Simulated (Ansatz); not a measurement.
This script drives the Python package of Ansatz (0.2.0).

`methods_clh2o2ssi.py`:
```python
# -*- coding: utf-8 -*-
from pathlib import Path

import ansatz as az
from ase import Atoms
import numpy as np

atoms = Atoms(["O", "Si", "O", "S", "Cl", "H", "H"], positions=[
    (-0.6964, 0.6168, 1.0445),
    (0.0227, 0.0196, -0.273),
    (0.831, -1.3209, 0.1446),
    (-1.3711, -0.4107, -1.6956),
    (1.3733, 1.388, -0.9377),
    (-1.6944, 0.7919, 0.8692),
    (1.5961, -1.1527, 0.8022),
])
molecule = az.Crystal.molecule_from_ase(atoms)

calculation = (
    molecule.calculation()
    .basis(gaussian="def2-SVP")
    .spin("collinear", total=1)
)

print("functional    E (Ha)        dipole (D)   HOMO (eV)  LUMO (eV)")
for name in ["pbe0", "lc_wpbe", "r2scan", "hse06", "revpbe", "cam_b3lyp"]:
    r = calculation.functional(name).forces().orbitals().run(threads=1, runs_dir="runs").report
    lines = Path(r["orbitals_path"]).read_text().splitlines()
    field_of = lambda key: [line.split("=")[1].strip() for line in lines if line.startswith(key)]
    orbitals = [(27.211386 * float(e), s, float(n)) for e, s, n in zip(field_of("Ene="), field_of("Spin="), field_of("Occup="))]
    homo = max(e for e, _, n in orbitals if n > 0.5)
    lumo = min(e for e, _, n in orbitals if n < 0.5)
    dipole = 4.803205 * np.linalg.norm(r["charge_distribution"]["dipole_moment_e_ang"])
    print(f"{name:10s} {r['free_energy_ev'] / 27.211386246:14.6f} {dipole:9.3f} {homo:11.3f} {lumo:10.3f}")
```

It is started by `python methods_clh2o2ssi.py`. Estimate its wall time and peak memory on 1 thread of Intel(R) Xeon(R) Platinum 8259CL CPU @ 2.50GHz (Skylake/Cascade Lake), with other jobs on the host.

It took about 2.8 min, with a peak of 0.49 GiB, for 6 runs of the engine.

```console
$ python methods_clh2o2ssi.py
functional    E (Ha)        dipole (D)   HOMO (eV)  LUMO (eV)
pbe0         -1298.609496     1.165      -7.856     -5.118
lc_wpbe      -1298.756633     1.231     -10.731     -2.551
r2scan       -1299.029864     1.262      -6.835     -5.894
hse06        -1298.581930     1.165      -7.445     -5.506
revpbe       -1298.901085     1.261      -6.367     -5.986
cam_b3lyp    -1299.157442     1.123      -9.156     -3.873
```

Reading the output:
- Total energies depend on the basis set; only differences at equal settings carry meaning.
- The geometry is a force-field or estimated start, not a minimum of this method, and the basis set is short of its limit. A lower total doesn't mark the better method: functionals have no common bound, and MP2 and coupled cluster aren't variational.
- The run takes the species as open-shell (spin multiplicity 2), which needn't be its ground state.
- Levels such as HOMO and LUMO are orbital energies: with these approximate functionals they aren't the ionisation energy and electron affinity, and their gap isn't the fundamental gap.
- hse06 follows the composition of plane-wave codes, whose totals differ by tens of mHa, up to about 0.1 Ha, from the form usual in Gaussian-basis programs (wpbeh).
